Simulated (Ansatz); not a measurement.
# ClFH4MgSi: the cost of one run

All numbers below are computed with Ansatz 0.2.0 (UKS revPBE/def2-SVP).

**1. The starting structure**

Bond lengths: Mg1–Si2 2.945 Å, Mg1–Cl3 2.136 Å, Mg1–H4 1.980 Å, Mg1–F5 2.347 Å, Si2–H6 1.470 Å, Si2–H7 1.476 Å, Si2–H8 1.476 Å. Angles: Mg1–Si2–H6 133.6°, Mg1–Si2–H7 101.2°, Mg1–Si2–H8 99.6°, H6–Si2–H7 106.2°, H6–Si2–H8 106.3°, H7–Si2–H8 108.0°, Si2–Mg1–Cl3 125.1°, Si2–Mg1–H4 38.8°, Si2–Mg1–F5 69.8°, Cl3–Mg1–H4 163.8°, Cl3–Mg1–F5 165.0°, H4–Mg1–F5 30.9°.

As a file:

```xyz
8

Mg   -1.2072   -1.1678   -0.6810
Si    0.8654    0.7169    0.2289
Cl   -1.1578   -2.2526   -2.5202
H    -0.7413   -0.0139    0.8588
F    -1.7362   -0.3490    1.4539
H     1.0867    1.4549    1.4811
H     0.8249    1.7287   -0.8445
H     2.0654   -0.1172    0.0231
```

**2. Pulling towards end A**

Springs on the bonds that form and break draw the guess towards this end; the thresholds are loose.

The input, input.yaml:

```yaml
crystal:
  periodic: [false, false, false]
  atoms:
    - { symbol: Mg, position_ang: [-1.2072, -1.1678, -0.681] }
    - { symbol: Si, position_ang: [0.8654, 0.7169, 0.2289] }
    - { symbol: Cl, position_ang: [-1.1578, -2.2526, -2.5202] }
    - { symbol: H, position_ang: [-0.7413, -0.0139, 0.8588] }
    - { symbol: F, position_ang: [-1.7362, -0.349, 1.4539] }
    - { symbol: H, position_ang: [1.0867, 1.4549, 1.4811] }
    - { symbol: H, position_ang: [0.8249, 1.7287, -0.8445] }
    - { symbol: H, position_ang: [2.0654, -0.1172, 0.0231] }
magnetization:
  spin_polarized: true
basis:
  gaussian: { orbitals: def2-SVP }
hamiltonian:
  xc: revpbe
relax:
  f_tol: 0.15
  max_steps: 25
  restrain:
    - { distance: [0, 4], at: 3.28, k: 30.0 }
    - { distance: [3, 1], at: 2.72, k: 30.0 }
    - { distance: [0, 1], at: 2.52, k: 30.0 }
    - { distance: [3, 4], at: 0.88, k: 30.0 }
```

On the command line:

```sh
$ ansatz run input.yaml --threads 2 --pin off --max-ram 3072MiB --backend cpu --events-out ev --progress --plain --runs-dir out
```

What time and memory should one allow on 2 threads of Intel Xeon Platinum 8259CL at 2.50GHz (Skylake/Cascade Lake), shared host?

About 77 s, with a peak of 0.19 GiB.
